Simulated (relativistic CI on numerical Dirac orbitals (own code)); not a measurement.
# In XXIV (In²³⁺): levels and lines

What are the lowest levels and the strongest lines of In²³⁺? One CI run answers it; further runs change one setting each.

Program: relativistic CI on numerical Dirac orbitals (own code) version 2. Level of theory: Dirac-Coulomb-Breit CI, KLI orbitals optimised for each configuration, model QED (radiative potential, 1s self-energy scaled to tabulated hydrogen-like ionisation energies). These are calculated values, not measurements, unless marked.

## (1) Starting point

```
ion                       : In²³⁺ (In XXIV)
nuclear charge            : 49
electrons                 : 26
isotope                   : A = 115
first configuration typed : [Ar] 3d8
```

The outer shells:

first configuration typed
```
[Ar] core
3d [↑↓][↑↓][↑↓][↑ ][↑ ]
```

## (2) The main run

Settings, as recorded:

```ini
atom In  Z=49  charge=23  electrons=26
nucleus A=115  rms_radius_fm=4.6156
hamiltonian dirac-coulomb  breit=on  qed=on  c_scale=1
orbitals kli  potential=per-configuration
slater_scale 1
correlation none
mixing on
configurations
  [Ar] 3d8
  [Ne] 3s2 3p5 3d9
  [Ne] 3s2 3p4 3d10
  [Ne] 3s 3p6 3d9
  [Ne] 3p6 3d10
  [Ne] 3s 3p5 3d10
  [Ar] 3d7 4s
  [Ar] 3d7 4p
  [Ar] 3d7 4d
  [Ne] 3s2 3p4 3d9 4s
  [Ar] 3d7 4f
  [Ne] 3s2 3p5 3d8 4s
  [Ne] 3s2 3p4 3d9 4p
  [Ar] 3d6 4s2
  [Ne] 3s2 3p5 3d8 4p
  [Ar] 3d6 4s 4p
end
```

## (3) Correlation estimate p86

The settings differ from step 2 so:

```diff
@@ -5,3 +5,3 @@
 slater_scale 1
-correlation none
+correlation p86
 mixing on
```

## (4) Without configuration mixing

The settings differ from step 3 so:

```diff
@@ -5,4 +5,4 @@
 slater_scale 1
-correlation p86
-mixing on
+correlation none
+mixing off
 configurations
```

## (5) One common potential

The settings differ from step 4 so:

```diff
@@ -3,6 +3,6 @@
 hamiltonian dirac-coulomb  breit=on  qed=on  c_scale=1
-orbitals kli  potential=per-configuration
+orbitals kli  potential=mean
 slater_scale 1
 correlation none
-mixing off
+mixing on
 configurations
```

(Steps that only read results are left out.)

**Question.** What will these runs give? Wanted: lowest level; first excitation; lowest level of the other parity; fastest E1 line; ionisation energy.

As calculated:

| run | time | mean size of shift, levels followed (cm⁻¹) | lowest level | ionisation energy (eV) |
| --- | --- | --- | --- | --- |
| main run | 0.76 s | 0 | 3d8 3F4 | 1180.5 |
| correlation estimate p86 | 0.74 s | 454 | 3d8 3F4 | 1182.5 |
| without configuration mixing | 0.75 s | 4635 | 3d8 3F4 | - |
| one common potential | 0.63 s | 193 | 3d8 3F4 | - |

The tabulated theoretical ionisation energy (NIST) is 1181 eV.

| quantity | value |
| --- | --- |
| lowest level | 3d8 3F4 |
| first excitation | 3d8 [3d5/2^4] J=2, 40039 cm⁻¹ |
| lowest level of the other parity | 3p5 3d9 3F°4, 206.51 eV |
| levels in the model | 1511 |
| fastest E1 line (by rate) to the lowest level among the lowest 200 of 1511 levels | 2.369 nm, from 3d7 4p 3F°4 |
| ionisation energy | 1180.5 eV |
| ionisation energy, tabulated theoretical (NIST) | 1181 eV |

What this shows: 3d8 3F4 comes out lowest; its LS label holds 96 % and its jj label 93 %; over the low levels the means are 78 and 85 %, so they are in intermediate coupling. The ionisation energy agrees with the tabulated theoretical value within its uncertainty of 4 eV. Of the changes tried, the run «without configuration mixing» moves the low levels most, by 4635 cm⁻¹ on average. Lifetimes count radiative decay inside the model alone.
